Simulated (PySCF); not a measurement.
# Nitrogen: the same states on changed settings

Aim: see what changed settings do to total energies and their difference. The change: basis STO-3G, unsound on purpose. A sound run of the same states serves as the yardstick.

Program: PySCF 2.14.0. Level of theory: unrestricted determinants in a Gaussian basis, no spin-orbit coupling in the energies. These are calculated values, not measurements, unless marked.

## (1) The atom as given

* Element: nitrogen (Z = 7)
* Basis: STO-3G (2s1p, 5 functions)
* Hamiltonian: the non-relativistic Hamiltonian (point nucleus)
* State 1: N⁺: [He] 2s2 2p2, high-spin 3P determinant
* State 2: N²⁺: [He] 2s2 2p1, 2P determinant
* Methods: UHF, MN15, TPSS, MP2, CCSD(T)
* Core shells frozen in the correlated runs: valence: 1s2 (for N⁺)

The outer shells:

N+ [He] 2s2 2p2
```
[He] core
2s [↑↓]
2p [↑ ][↑ ][  ]
```

N2+ [He] 2s2 2p1
```
[He] core
2s [↑↓]
2p [↑ ][  ][  ]
```

The sound run (cc-pVDZ, no relativity, point nucleus, symmetry-adapted start, fine grid, valence correlation) gave:

| species | method | energy (hartree) |
| --- | --- | --- |
| N⁺ | UHF | -53.88047 |
| N⁺ | MN15 | -53.99684 |
| N⁺ | TPSS | -54.06369 |
| N⁺ | MP2 (valence) | -53.93437 |
| N⁺ | CCSD(T) (valence) | -53.95698 |
| N²⁺ | UHF | -52.80564 |
| N²⁺ | MN15 | -52.90120 |
| N²⁺ | TPSS | -52.96466 |
| N²⁺ | MP2 (valence) | -52.85142 |
| N²⁺ | CCSD(T) (valence) | -52.88050 |

One driver process ran all states and methods and kept the integrals in memory. Each run is shown as a PySCF script that sums up its settings (the driver passes frozen orbitals as a list and adds second-order terms of double hybrids); the logs are those of the runs themselves. The driver starts from symmetry-adapted Hartree-Fock orbitals, holds the occupation by maximum overlap and uses a logarithmic radial grid for functionals, so a plain start would take other cycles.

The driver's launch:

```bash
$ OMP_NUM_THREADS=1 python atomrun2.py TASK.json OUT
```

The integrals over 5 functions and the set-up took 0.02 s of CPU time.

## (2) Changed run, N⁺, method by method

Level: UHF.

The input, input.py:

```python
from pyscf import gto, scf, dft, mp, cc
import basis_set_exchange as bse
mol = gto.M(atom="N 0 0 0", charge=1, spin=2, symmetry="D2h",
            basis=gto.basis.parse(bse.get_basis("STO-3G", elements=["N"], fmt="nwchem", header=False)))
mf = scf.UHF(mol)
mf.irrep_nelec = {'Ag': (2, 2), 'B1u': (1, 0), 'B2u': (1, 0)}
mf.kernel()
```

The program printed:

```text
damping factor = 0
level_shift factor = 0
DIIS = <class 'pyscf.scf.diis.CDIIS'>
diis_start_cycle = 1
diis_space = 10
diis_damp = 0
SCF conv_tol = 1e-09
SCF conv_tol_grad = None
number electrons alpha = 4  beta = 2
cycle= 1 E= -53.242638737296  delta_E=    0  |g|=    0  |ddm|= 7.66e-16
converged SCF energy = -53.242638737296  <S^2> = 2  2S+1 = 3
```

Time after the integrals: 0.04 s (1 thread of Neoverse-N1, shared host).

Orbital energies by shell (radii are means over both spins):

```
shell  electrons  mean orbital energy (eV)  spread (eV)  rms radius (bohr)
 1s α          1                   -443.24            0              0.264
 1s β          1                   -442.04            0              0.264
 2s α          1                   -44.449            0               1.43
 2s β          1                   -36.308            0               1.43
 2p α          2                   -30.363            0               1.41
```

⟨S²⟩ = 2.000, ⟨L²⟩ = 2.00.

Level: MN15.

input.py differs from the last one in:

```diff
@@ -4,3 +4,3 @@
             basis=gto.basis.parse(bse.get_basis("STO-3G", elements=["N"], fmt="nwchem", header=False)))
-mf = scf.UHF(mol)
+mf = dft.UKS(mol, xc="MN15")
 mf.irrep_nelec = {'Ag': (2, 2), 'B1u': (1, 0), 'B2u': (1, 0)}
```

The program printed:

```text
damping factor = 0
level_shift factor = 0
DIIS = <class 'pyscf.scf.diis.CDIIS'>
diis_start_cycle = 1
diis_space = 10
diis_damp = 0
SCF conv_tol = 1e-09
SCF conv_tol_grad = None
number electrons alpha = 4  beta = 2
XC functionals = MN15
    H. S. Yu, X. He, S. L. Li, and D. G. Truhlar.,  Chem. Sci. 7, 5032-5051 (2016)
    H. S. Yu, X. He, S. L. Li, and D. G. Truhlar.,  Chem. Sci. 7, 5032-5051 (2016)
cycle= 1 E= -53.1039364240901  delta_E=    0  |g|=    0  |ddm|= 6.09e-16
converged SCF energy = -53.1039364240901  <S^2> = 2  2S+1 = 3
```

Time after the integrals: 0.04 s (1 thread of Neoverse-N1, shared host).

Level: TPSS.

input.py differs from the last one in:

```diff
@@ -4,3 +4,3 @@
             basis=gto.basis.parse(bse.get_basis("STO-3G", elements=["N"], fmt="nwchem", header=False)))
-mf = dft.UKS(mol, xc="MN15")
+mf = dft.UKS(mol, xc="TPSS")
 mf.irrep_nelec = {'Ag': (2, 2), 'B1u': (1, 0), 'B2u': (1, 0)}
```

The program printed:

```text
damping factor = 0
level_shift factor = 0
DIIS = <class 'pyscf.scf.diis.CDIIS'>
diis_start_cycle = 1
diis_space = 10
diis_damp = 0
SCF conv_tol = 1e-09
SCF conv_tol_grad = None
number electrons alpha = 4  beta = 2
XC functionals = TPSS
    J. Tao, J. P. Perdew, V. N. Staroverov, and G. E. Scuseria.,  Phys. Rev. Lett. 91, 146401 (2003)
    J. P. Perdew, J. Tao, V. N. Staroverov, and G. E. Scuseria.,  J. Chem. Phys. 120, 6898 (2004)
    J. Tao, J. P. Perdew, V. N. Staroverov, and G. E. Scuseria.,  Phys. Rev. Lett. 91, 146401 (2003)
    J. P. Perdew, J. Tao, V. N. Staroverov, and G. E. Scuseria.,  J. Chem. Phys. 120, 6898 (2004)
cycle= 1 E= -53.4121175558869  delta_E=    0  |g|=    0  |ddm|= 6.39e-16
converged SCF energy = -53.4121175558869  <S^2> = 2  2S+1 = 3
```

It took 0.05 s on 1 thread of Neoverse-N1, shared host, the integrals not counted.

Level: MP2 (valence).

input.py differs from the last one in:

```diff
@@ -4,4 +4,5 @@
             basis=gto.basis.parse(bse.get_basis("STO-3G", elements=["N"], fmt="nwchem", header=False)))
-mf = dft.UKS(mol, xc="TPSS")
+mf = scf.UHF(mol)
 mf.irrep_nelec = {'Ag': (2, 2), 'B1u': (1, 0), 'B2u': (1, 0)}
 mf.kernel()
+mp.UMP2(mf, frozen=1).kernel()
```

This step left no log, only its results.

It took 0.01 s on 1 thread of Neoverse-N1, shared host, the integrals not counted.

With 4 electrons correlated, the MP2 correlation energy is -0.01067 hartree (0.00000 same spin, -0.01067 opposite spin); the SCS form gives -0.01280. Largest pairs of shells: 2s-2s -0.0107, 2s-2p 0.0000, 2p-2p 0.0000.

Level: CCSD(T) (valence).

input.py differs from the last one in:

```diff
@@ -7,2 +7,3 @@
 mf.kernel()
-mp.UMP2(mf, frozen=1).kernel()
+mycc = cc.CCSD(mf, frozen=1).run()
+mycc.ccsd_t()
```

The program printed:

```text
CC2 = 0
CCSD nocc = (np.int64(3), np.int64(1)), nmo = (4, 4)
frozen orbitals [[0], [0]]
max_cycle = 100
direct = 0
conv_tol = 1e-08
conv_tol_normt = 1e-06
diis_space = 8
diis_start_cycle = 0
Init t2, MP2 energy = -0.0106697151787604
Init E_corr(UCCSD) = -0.0106697151787604
cycle = 1  E_corr(UCCSD) = -0.0158848633904768  dE = -0.00521514821  norm(t1,t2) = 0.0348629
cycle = 2  E_corr(UCCSD) = -0.0183944259188649  dE = -0.00250956253  norm(t1,t2) = 0.0167763
cycle = 3  E_corr(UCCSD) = -0.0206880665706998  dE = -0.00229364065  norm(t1,t2) = 0.00801105
cycle = 4  E_corr(UCCSD) = -0.0206798542767154  dE = 8.21229398e-06  norm(t1,t2) = 3.51156e-05
cycle = 5  E_corr(UCCSD) = -0.0206790529088111  dE = 8.01367904e-07  norm(t1,t2) = 6.24677e-06
cycle = 6  E_corr(UCCSD) = -0.0206787493860514  dE = 3.0352276e-07  norm(t1,t2) = 3.42974e-06
cycle = 7  E_corr(UCCSD) = -0.0206785897716907  dE = 1.59614361e-07  norm(t1,t2) = 2.36277e-06
cycle = 8  E_corr(UCCSD) = -0.0206784913497298  dE = 9.84219609e-08  norm(t1,t2) = 1.80168e-06
cycle = 9  E_corr(UCCSD) = -0.0206784245992581  dE = 6.67504717e-08  norm(t1,t2) = 1.4557e-06
cycle = 10  E_corr(UCCSD) = -0.0206780728711349  dE = 3.51728123e-07  norm(t1,t2) = 1.22105e-06
cycle = 11  E_corr(UCCSD) = -0.0206780772504795  dE = -4.37934462e-09  norm(t1,t2) = 1.53728e-08
UCCSD converged
E(UCCSD) = -53.26331681454651  E_corr = -0.02067807725047952
UCCSD(T) correction = 0
```

It took 0.08 s on 1 thread of Neoverse-N1, shared host, the integrals not counted.

CCSD correlation -0.02068 hartree, triples 0.00000; total -53.263317. T1 = 0.000, largest double amplitude 0.138.

## (3) Changed run, N²⁺: the ladder of methods

Level: UHF.

The input, input.py:

```python
from pyscf import gto, scf, dft, mp, cc
import basis_set_exchange as bse
mol = gto.M(atom="N 0 0 0", charge=2, spin=1, symmetry="D2h",
            basis=gto.basis.parse(bse.get_basis("STO-3G", elements=["N"], fmt="nwchem", header=False)))
mf = scf.UHF(mol)
mf.irrep_nelec = {'Ag': (2, 2), 'B2u': (1, 0)}
mf.kernel()
```

The program printed:

```text
damping factor = 0
level_shift factor = 0
DIIS = <class 'pyscf.scf.diis.CDIIS'>
diis_start_cycle = 1
diis_space = 10
diis_damp = 0
SCF conv_tol = 1e-09
SCF conv_tol_grad = None
number electrons alpha = 3  beta = 2
cycle= 1 E= -52.1268182982491  delta_E=    0  |g|=    0  |ddm|= 3.26e-16
converged SCF energy = -52.1268182982491  <S^2> = 0.75  2S+1 = 2
```

Time after the integrals: 0.04 s (1 thread of Neoverse-N1, shared host).

Orbital energies by shell (radii are means over both spins):

```csv
shell,electrons,mean orbital energy (eV),spread (eV),rms radius (bohr)
1s α,1,-468.95,0,0.263
1s β,1,-468.35,0,0.263
2s α,1,-59.331,0,1.43
2s β,1,-55.257,0,1.43
2p α,1,-47.763,0,1.41
```

⟨S²⟩ = 0.750, ⟨L²⟩ = 2.00.

Level: MN15.

input.py differs from the last one in:

```diff
@@ -4,3 +4,3 @@
             basis=gto.basis.parse(bse.get_basis("STO-3G", elements=["N"], fmt="nwchem", header=False)))
-mf = scf.UHF(mol)
+mf = dft.UKS(mol, xc="MN15")
 mf.irrep_nelec = {'Ag': (2, 2), 'B2u': (1, 0)}
```

The program printed:

```text
damping factor = 0
level_shift factor = 0
DIIS = <class 'pyscf.scf.diis.CDIIS'>
diis_start_cycle = 1
diis_space = 10
diis_damp = 0
SCF conv_tol = 1e-09
SCF conv_tol_grad = None
number electrons alpha = 3  beta = 2
XC functionals = MN15
    H. S. Yu, X. He, S. L. Li, and D. G. Truhlar.,  Chem. Sci. 7, 5032-5051 (2016)
    H. S. Yu, X. He, S. L. Li, and D. G. Truhlar.,  Chem. Sci. 7, 5032-5051 (2016)
cycle= 1 E= -51.9746274198841  delta_E= 7.11e-15  |g|=    0  |ddm|= 5.22e-16
converged SCF energy = -51.9746274198841  <S^2> = 0.75  2S+1 = 2
```

Time after the integrals: 0.04 s (1 thread of Neoverse-N1, shared host).

Level: TPSS.

input.py differs from the last one in:

```diff
@@ -4,3 +4,3 @@
             basis=gto.basis.parse(bse.get_basis("STO-3G", elements=["N"], fmt="nwchem", header=False)))
-mf = dft.UKS(mol, xc="MN15")
+mf = dft.UKS(mol, xc="TPSS")
 mf.irrep_nelec = {'Ag': (2, 2), 'B2u': (1, 0)}
```

The program printed:

```text
damping factor = 0
level_shift factor = 0
DIIS = <class 'pyscf.scf.diis.CDIIS'>
diis_start_cycle = 1
diis_space = 10
diis_damp = 0
SCF conv_tol = 1e-09
SCF conv_tol_grad = None
number electrons alpha = 3  beta = 2
XC functionals = TPSS
    J. Tao, J. P. Perdew, V. N. Staroverov, and G. E. Scuseria.,  Phys. Rev. Lett. 91, 146401 (2003)
    J. P. Perdew, J. Tao, V. N. Staroverov, and G. E. Scuseria.,  J. Chem. Phys. 120, 6898 (2004)
    J. Tao, J. P. Perdew, V. N. Staroverov, and G. E. Scuseria.,  Phys. Rev. Lett. 91, 146401 (2003)
    J. P. Perdew, J. Tao, V. N. Staroverov, and G. E. Scuseria.,  J. Chem. Phys. 120, 6898 (2004)
cycle= 1 E= -52.2761839106197  delta_E= 7.11e-15  |g|=    0  |ddm|= 4.1e-16
converged SCF energy = -52.2761839106197  <S^2> = 0.75  2S+1 = 2
```

Time after the integrals: 0.05 s (1 thread of Neoverse-N1, shared host).

Level: MP2 (valence).

input.py differs from the last one in:

```diff
@@ -4,4 +4,5 @@
             basis=gto.basis.parse(bse.get_basis("STO-3G", elements=["N"], fmt="nwchem", header=False)))
-mf = dft.UKS(mol, xc="TPSS")
+mf = scf.UHF(mol)
 mf.irrep_nelec = {'Ag': (2, 2), 'B2u': (1, 0)}
 mf.kernel()
+mp.UMP2(mf, frozen=1).kernel()
```

The driver printed no log here.

It took 0.01 s on 1 thread of Neoverse-N1, shared host, the integrals not counted.

With 3 electrons correlated, the MP2 correlation energy is -0.02218 hartree (0.00000 same spin, -0.02218 opposite spin); the SCS form gives -0.02662. Largest pairs of shells: 2s-2s -0.0222, 2s-2p 0.0000, 2p-2p 0.0000.

Level: CCSD(T) (valence).

input.py differs from the last one in:

```diff
@@ -7,2 +7,3 @@
 mf.kernel()
-mp.UMP2(mf, frozen=1).kernel()
+mycc = cc.CCSD(mf, frozen=1).run()
+mycc.ccsd_t()
```

The program printed:

```text
CC2 = 0
CCSD nocc = (np.int64(2), np.int64(1)), nmo = (4, 4)
frozen orbitals [[0], [0]]
max_cycle = 100
direct = 0
conv_tol = 1e-08
conv_tol_normt = 1e-06
diis_space = 8
diis_start_cycle = 0
Init t2, MP2 energy = -0.0221827323099686
Init E_corr(UCCSD) = -0.0221827323099686
cycle = 1  E_corr(UCCSD) = -0.0328565019282994  dE = -0.0106737696  norm(t1,t2) = 0.0504174
cycle = 2  E_corr(UCCSD) = -0.0378188777068526  dE = -0.00496237578  norm(t1,t2) = 0.0234397
cycle = 3  E_corr(UCCSD) = -0.0419982516033019  dE = -0.0041793739  norm(t1,t2) = 0.010716
cycle = 4  E_corr(UCCSD) = -0.0419703207331615  dE = 2.79308701e-05  norm(t1,t2) = 8.93191e-05
cycle = 5  E_corr(UCCSD) = -0.0419674167342778  dE = 2.90399888e-06  norm(t1,t2) = 1.68355e-05
cycle = 6  E_corr(UCCSD) = -0.0419663066813845  dE = 1.11005289e-06  norm(t1,t2) = 9.29951e-06
cycle = 7  E_corr(UCCSD) = -0.0419657207873774  dE = 5.85894007e-07  norm(t1,t2) = 6.4189e-06
cycle = 8  E_corr(UCCSD) = -0.0419653588252968  dE = 3.61962081e-07  norm(t1,t2) = 4.89849e-06
cycle = 9  E_corr(UCCSD) = -0.0419651130681835  dE = 2.45757113e-07  norm(t1,t2) = 3.95919e-06
cycle = 10  E_corr(UCCSD) = -0.0419638052513334  dE = 1.30781685e-06  norm(t1,t2) = 3.32145e-06
cycle = 11  E_corr(UCCSD) = -0.0419638332023746  dE = -2.79510412e-08  norm(t1,t2) = 7.23574e-08
cycle = 12  E_corr(UCCSD) = -0.0419638331429843  dE = 5.93903537e-11  norm(t1,t2) = 1.75895e-10
UCCSD converged
E(UCCSD) = -52.16878213139206  E_corr = -0.04196383314298427
UCCSD(T) correction = 0
```

It took 0.1 s on 1 thread of Neoverse-N1, shared host, the integrals not counted.

CCSD correlation -0.04196 hartree, triples 0.00000; total -52.168782. T1 = 0.000, largest double amplitude 0.140.

## (4) Against the sound run

| species | method | converged | energy less sound run (eV) |
| --- | --- | --- | --- |
| N⁺ | UHF | yes | +17.3562 |
| N⁺ | MN15 | yes | +24.2971 |
| N⁺ | TPSS | yes | +17.7303 |
| N⁺ | MP2 (valence) | yes | +18.5327 |
| N⁺ | CCSD(T) (valence) | yes | +18.8755 |
| N²⁺ | UHF | yes | +18.4718 |
| N²⁺ | MN15 | yes | +25.2132 |
| N²⁺ | TPSS | yes | +18.7345 |
| N²⁺ | MP2 (valence) | yes | +19.1137 |
| N²⁺ | CCSD(T) (valence) | yes | +19.3669 |

Ionisation energy of N⁺:

| method | sound run (eV) | changed run (eV) | shift (eV) |
| --- | --- | --- | --- |
| UHF | 29.247 | 30.363 | +1.116 |
| MN15 | 29.814 | 30.730 | +0.916 |
| TPSS | 29.906 | 30.910 | +1.004 |
| MP2 | 29.469 | 30.050 | +0.581 |
| SCS-MP2 | 29.364 | 29.987 | +0.623 |
| CCSD | 29.287 | 29.784 | +0.497 |
| CCSD(T) | 29.292 | 29.784 | +0.491 |

## (5) Results

| quantity | value |
| --- | --- |
| change | basis STO-3G |
| runs converged | 10 of 10 |
| largest shift of a converged total energy | 25.2 eV |
| largest shift of the ionisation energy | +1.116 eV (UHF) |

The ionisation energy moves by up to 1.12 eV, at UHF. A minimal basis describes the outer orbitals poorly and treats the two species unevenly. The setting is unsound on purpose, so these numbers are no properties of the atom.
